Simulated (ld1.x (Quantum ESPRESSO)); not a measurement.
# How the radius of the model core shapes an RRKJ potential for Si, part 2 of 2

Aim: generate and test one potential in full, then change the radius of the model core and see what happens to hardness, ghosts and transferability.

ld1.x (Quantum ESPRESSO) 7.5; first potential PBE, scalar-relativistic. The steps go on from the part before.

**4. Logarithmic derivatives**

Taken from the files of the generation run. The phase is arctan(r·u′/u) with u = r·R, unwrapped, with energies in Ry. A pole is an energy at which the radial function vanishes at the test radius. The pseudo phase is shifted by a multiple of π to meet the all-electron one at the reference energy. Levels narrower than the energy grid can be missing from the poles. The last column is the largest difference on the grid between −1 and +1 Ry.

```tsv
channel	radius (bohr)	reference (Ry)	poles AE	poles PS	window around the reference with phases within 0.05 rad (Ry)	largest difference near zero (rad)
s	2.05	-0.81	1.81	1.54	below 2.2	0.014
p	2.05	-0.31	2.77	2.58	below 4.1	0.008
```

Phases (rad) along the scan:

```tsv
E (Ry)	s AE	s PS	p AE	p PS
-3.00	1.158	1.154	1.234	1.232
-2.52	1.075	1.071	1.191	1.188
-2.04	0.934	0.929	1.129	1.126
-1.56	0.650	0.646	1.032	1.030
-1.08	0.034	0.033	0.862	0.860
-0.60	-0.736	-0.737	0.516	0.515
-0.12	-1.147	-1.152	-0.168	-0.169
0.36	-1.340	-1.349	-0.843	-0.848
0.84	-1.448	-1.462	-1.183	-1.191
1.32	-1.518	-1.540	-1.352	-1.363
1.80	-1.570	-1.603	-1.452	-1.465
2.28	-1.612	-1.666	-1.519	-1.536
2.76	-1.649	-1.745	-1.570	-1.591
3.24	-1.685	-1.890	-1.612	-1.640
3.72	-1.722	-2.465	-1.650	-1.689
4.20	-1.763	-4.189	-1.688	-1.743
4.68	-1.814	-4.540	-1.728	-1.814
```

**5. Cutoff and ghost test in a Bessel basis**

This step uses the generator's waves and projectors in a separate script. Basis: spherical Bessel functions vanishing at 20 bohr, q² up to the cutoff; potential fixed at the reference.

All-electron valence levels (Ry): 3s -0.8091, 3p -0.3112. The lowest levels of each channel (Ry) by cutoff; the last column sums, over occupied levels, occupation times the distance from the level at 400 Ry. A positive value at high cutoff is not a bound level.

```tsv
cutoff (Ry)	s #1	p #1	d #1	f #1	Σ f·Δε (mRy)
8	-0.7823	-0.3074	0.0548	0.1095	55.8
12	-0.8024	-0.3077	0.0547	0.1095	19.7
15	-0.8052	-0.3088	0.0547	0.1095	12.6
18	-0.8057	-0.3095	0.0547	0.1095	9.9
21	-0.8058	-0.3101	0.0547	0.1095	8.4
25	-0.8063	-0.3107	0.0547	0.1095	6.1
35	-0.8085	-0.3112	0.0547	0.1095	1.3
40	-0.8089	-0.3112	0.0547	0.1095	0.4
50	-0.8090	-0.3112	0.0547	0.1095	0.2
400	-0.8092	-0.3112	0.0547	0.1095	0.0
```

The sum stays within 10 mRy from 18 Ry and within 1 mRy from 40 Ry. The sum leaves out empty levels, which can need more. Ghost test: no level below the all-electron spectrum of its channel (s, p, d, f tested).

**6. Changed: radius of the model core (bohr) = 1.34**

The input, Si.in:

```
 &input
   title='Si', zed=14., rel=1, dft='PBE', iswitch=3,
   config='[Ne] 3s1.75 3p2.25',
   nld=2, rlderiv=2.05, eminld=-3.0, emaxld=5.0, deld=0.02
 /
 &inputp
   pseudotype=2, tm=.false., rho0=0.01, lloc=-1, rcloc=1.55,
   nlcc=.true., new_core_ps=.true., rcore=1.34,
   file_pseudopw='Si.UPF', file_wfcaegen='ae.wfc', file_wfcncgen='nc.wfc', file_beta='beta', file_chi='chi'
 /
2
3S  1  0   1.75   0.00  1.45  1.45  0.0
3P  2  1   2.25   0.00  1.90  1.90  0.0
 &test
   configts(1)='3s1.75 3p2.25'
 /
```

Started as:

```sh
$ ld1.x < Si.in > Si.out
```

The output, Si.out (without the banner and most projector matrices):

```text
     Program LD1 v.7.5
     [... all-electron run as in step 2 ...]


     --------------------- Generating NC pseudopotential ---------------------

      Generating local potential from pseudized AE potential:
      Matching radius rcloc =   1.5500

      Local pseudo, rcloc= 1.546 Estimated cut-off energy=     9.89 Ry

      Computing core charge for nlcc:

       r > 1.35 : true rho core
      Core charge pseudized with two Bessel functions
      Integrated core pseudo-charge :   2.38

      Wfc   3S  rcut= 1.435  Estimated cut-off energy=       19.98 Ry
      Using 4 Bessel functions for this wfc, rho(0) = 0.010
      This function has    0 nodes for 0 < r <    1.435

      Wfc   3P  rcut= 1.889  Estimated cut-off energy=       48.26 Ry
      This function has    0 nodes for 0 < r <    1.889

     ------------------- End of pseudopotential generation -------------------

     [... all-electron run as in step 2 ...]


     Computing logarithmic derivative in   2.04871
     Computing logarithmic derivative in   2.04871
     Computing the partial wave expansion
     R is outside the sphere for l=    0 j= 0.00
     R is outside the sphere for l=    1 j= 0.00

     ---------------------- Testing the pseudopotential ----------------------

     Si
     scalar relativistic calculation

     atomic number is 14.00   valence charge is  4.00
     dft =PBE   lsd =0 sic =0 latt =0  beta=0.20 tr2=1.0E-14
     mesh =1141 r(mesh) = 100.57892 xmin = -7.00 dx = 0.01250

     n l     nl             e AE (Ry)        e PS (Ry)    De AE-PS (Ry)
     1 0     3S   1( 1.75)       -0.80913       -0.80914        0.00000
     2 1     3P   1( 2.25)       -0.31122       -0.31122        0.00000

     eps = 1.4E-15  iter =  3

     Etot =    -579.550787 Ry,    -289.775393 Ha,   -7885.190154 eV
     Etotps =   -10.445623 Ry,      -5.222812 Ha,    -142.119945 eV

     Ekin =       2.658168 Ry,       1.329084 Ha,      36.166219 eV
     Encl =     -14.977508 Ry,      -7.488754 Ha,    -203.779376 eV
     Ehrt =       5.810924 Ry,       2.905462 Ha,      79.061651 eV
     Ecxc =      -5.176081 Ry,      -2.588040 Ha,     -70.424164 eV
     (Ecc =      -3.024915 Ry,      -1.512458 Ha,     -41.156071 eV)
     Epseu=       1.238873 Ry,       0.619436 Ha,      16.855725 eV

     ---------------------- End of pseudopotential test ----------------------
```

Run time: 0.73 s. Hardware: 1 thread, shared host. This counts the later configuration tests of the new file too.

The test run was repeated on this file; only its results are given.

Energies count from the reference configuration 3s1.75 3p2.25; the error is all-electron less pseudo.

```csv
valence configuration,charge,ΔE all-electron (eV),error AE − PS (meV)
3s2 3p2,0,-1.688,-0.1
3s2 3p1,+1,6.052,+1.9
3s2 3p0,+2,22.045,+24
3s2 3p2.3,-0.3,-2.618,+0.3
3s2 3p1.5,+0.5,1.233,-0.2
3s1 3p3,0,5.126,-1.6
3s1 3p0,+3,56.016,+105
```

Against the first potential, the loose cutoff stays at 18 Ry, the largest test error goes from +81 to +105 meV and there is no bound ghost. The cutoff and ghost tests hold the potential at its reference, so a core or compensation setting can't move them.

**7. Variant: radius of the model core (bohr) = 1.54**

Si.in: that of step 6 with these lines changed.

```diff
@@ -7,3 +7,3 @@
    pseudotype=2, tm=.false., rho0=0.01, lloc=-1, rcloc=1.55,
-   nlcc=.true., new_core_ps=.true., rcore=1.34,
+   nlcc=.true., new_core_ps=.true., rcore=1.54,
    file_pseudopw='Si.UPF', file_wfcaegen='ae.wfc', file_wfcncgen='nc.wfc', file_beta='beta', file_chi='chi'
```

Started as:

```sh
$ ld1.x < Si.in > Si.out
```

Output in Si.out (without the banner and most projector matrices):

```text
     Program LD1 v.7.5
     [... all-electron run as in step 2 ...]


     --------------------- Generating NC pseudopotential ---------------------

      Generating local potential from pseudized AE potential:
      Matching radius rcloc =   1.5500

      Local pseudo, rcloc= 1.546 Estimated cut-off energy=     9.89 Ry

      Computing core charge for nlcc:

       r > 1.55 : true rho core
      Core charge pseudized with two Bessel functions
      Integrated core pseudo-charge :   1.33

      Wfc   3S  rcut= 1.435  Estimated cut-off energy=       19.98 Ry
      Using 4 Bessel functions for this wfc, rho(0) = 0.010
      This function has    0 nodes for 0 < r <    1.435

      Wfc   3P  rcut= 1.889  Estimated cut-off energy=       48.26 Ry
      This function has    0 nodes for 0 < r <    1.889

     ------------------- End of pseudopotential generation -------------------

     [... all-electron run as in step 2 ...]


     Computing logarithmic derivative in   2.04871
     Computing logarithmic derivative in   2.04871
     Computing the partial wave expansion
     R is outside the sphere for l=    0 j= 0.00
     R is outside the sphere for l=    1 j= 0.00

     ---------------------- Testing the pseudopotential ----------------------

     Si
     scalar relativistic calculation

     atomic number is 14.00   valence charge is  4.00
     dft =PBE   lsd =0 sic =0 latt =0  beta=0.20 tr2=1.0E-14
     mesh =1141 r(mesh) = 100.57892 xmin = -7.00 dx = 0.01250

     n l     nl             e AE (Ry)        e PS (Ry)    De AE-PS (Ry)
     1 0     3S   1( 1.75)       -0.80913       -0.80914        0.00000
     2 1     3P   1( 2.25)       -0.31122       -0.31122        0.00000

     eps = 1.4E-15  iter =  3

     Etot =    -579.550787 Ry,    -289.775393 Ha,   -7885.190154 eV
     Etotps =    -8.706036 Ry,      -4.353018 Ha,    -118.451654 eV

     Ekin =       2.658168 Ry,       1.329084 Ha,      36.166219 eV
     Encl =     -14.993398 Ry,      -7.496699 Ha,    -203.995567 eV
     Ehrt =       5.810924 Ry,       2.905462 Ha,      79.061651 eV
     Ecxc =      -3.420604 Ry,      -1.710302 Ha,     -46.539682 eV
     (Ecc =      -1.300474 Ry,      -0.650237 Ha,     -17.693857 eV)
     Epseu=       1.238873 Ry,       0.619436 Ha,      16.855725 eV

     ---------------------- End of pseudopotential test ----------------------
```

It took 0.72 s on 1 thread, shared host. This counts the later configuration tests of the new file too.

The new file went through the configuration test as well (its log is not shown).

Energies count from the reference configuration 3s1.75 3p2.25; the error is all-electron less pseudo.

```tsv
valence configuration	charge	ΔE all-electron (eV)	error AE − PS (meV)
3s2 3p2	0	-1.688	-0.1
3s2 3p1	+1	6.052	+1.9
3s2 3p0	+2	22.045	+26
3s2 3p2.3	-0.3	-2.618	+0.3
3s2 3p1.5	+0.5	1.233	-0.2
3s1 3p3	0	5.126	-1.4
3s1 3p0	+3	56.016	+137
```

Against the first potential, the loose cutoff stays at 18 Ry, the largest test error goes from +81 to +137 meV and there is no bound ghost. The cutoff and ghost tests hold the potential at its reference, so a core or compensation setting can't move them.

**8. All runs side by side**

The summary covers parts 1 to 2.

Cutoffs, loose and tight: the cutoffs (Ry, on a coarse ladder) from which the occupation-weighted sum of valence levels, in a spherical-Bessel basis at the reference potential, stays within 10 and 1 mRy of its value at 400 Ry; empty and scattering waves don't count. The number of plane waves in a given cell goes as the cutoff to the power 3/2; it is given for the loose cutoff, relative to the first potential. Test errors are all-electron less pseudo. The phase difference is the largest within 1 Ry of zero, over the channels with partial waves.

| radius of the model core (bohr) | outcome | cutoff, loose | cutoff, tight | plane waves, relative | bound ghosts | largest test error (meV) | phase difference near zero (rad) |
| --- | --- | --- | --- | --- | --- | --- | --- |
| 1.04 (first) | generated | 18 Ry | 40 Ry | 1.00 | none | +81 | 0.014 |
| 1.34 | generated | 18 Ry | 40 Ry | 1.00 | none | +105 | 0.014 |
| 1.54 | generated | 18 Ry | 40 Ry | 1.00 | none | +137 | 0.014 |

The loose cutoff is 18 Ry at 1.04, 18 Ry at 1.34 and 18 Ry at 1.54. The largest test error is 81 meV at 1.04, 105 meV at 1.34 and 137 meV at 1.54. The cutoffs concern the waves at a fixed potential, which this setting can't move; it bears on the density and its cutoff, which were not tested.

The first potential by itself. The worst unpolarised test, 3s1 3p0, is off by 81 meV on 56.0 eV; by total energies transferability rates as fair. That test lies far up in energy; among those under 40 eV, nearer to bonding, the largest error is 22 meV. It counts as soft on the atom at that tolerance, with 18 Ry needed at the looser tolerance. The slowest occupied level is 3s: taken alone it needs 35 Ry to come within 1 mRy, against 25 Ry for 3p. It is free of bound ghosts as far as tested.
